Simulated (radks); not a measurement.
# Ru inside a hard spherical wall

The task here is to estimate one member of a computed series from the others.

Program: radks (a radial shooting solver on a logarithmic mesh, Libxc functionals) version 1. Level of theory: scalar-relativistic Kohn-Sham, LDA (Slater exchange, Perdew-Wang correlation), spin-polarised, spherical densities, finite nucleus; open shells are filled with parallel spins first. These are calculated values, not measurements, unless marked.

## The atom as given

```
element            : ruthenium (Z = 44)
charge             : 0
electrons          : 44
configuration      : [Kr] 4d7 5s1
nuclear rms radius : 4.4809 fm
```

Outer shells as boxes (Hund's rule):

Ru
```
[Kr] core
4d [↑↓][↑↓][↑ ][↑ ][↑ ]
5s [↑ ]
```

Set-up of the first run:

Settings of this run:

```text
Z 44
configuration [Kr] 4d7 5s1 5p0 6s0 4f0
relativity scalar-relativistic
functional lda,pw
spin polarised
nucleus finite rms 4.4809 fm
c 137.035999084
```

Started as:

```bash
$ python run_ks.py task.json out
```

This one command runs every case of the session in turn.

Among the steps run: The free atom; Wall at 20 bohr; Wall at 10 bohr; Wall at 6 bohr; Wall at 5 bohr; Wall at 3.5 bohr; Wall at 3 bohr.

One of the session's tables, all rows but one given; the rest of the session is left out.

```
R (bohr)  E − E(free) (eV)  ε(5s) (eV)  ε(5p, empty) (eV)  ε(6s, empty) (eV)  ε(4f, empty) (eV)
    free             0.000      -4.967             -1.271             -0.011                  -
      20                 ?           ?                  ?                  ?                  ?
      10             0.007      -4.945             -1.139              1.985              4.885
       6             0.823      -3.872              1.037             12.525             12.485
       5             2.815      -2.032              3.911             23.049             17.650
     3.5            21.705      10.146             20.288             71.559             34.707
       3            47.805      23.649             37.019             114.39             46.609
```

**Question.** Estimate the row for R (bohr) = 20.

The run gave: E − E(free) (eV): 0.000; ε(5s) (eV): -4.967; ε(5p, empty) (eV): -1.270; ε(6s, empty) (eV): 0.147; ε(4f, empty) (eV): 1.515.

What this shows: Eigenvalues are for spin up. Shells are not refilled when levels cross, and a hard wall is a model, not a crystal.
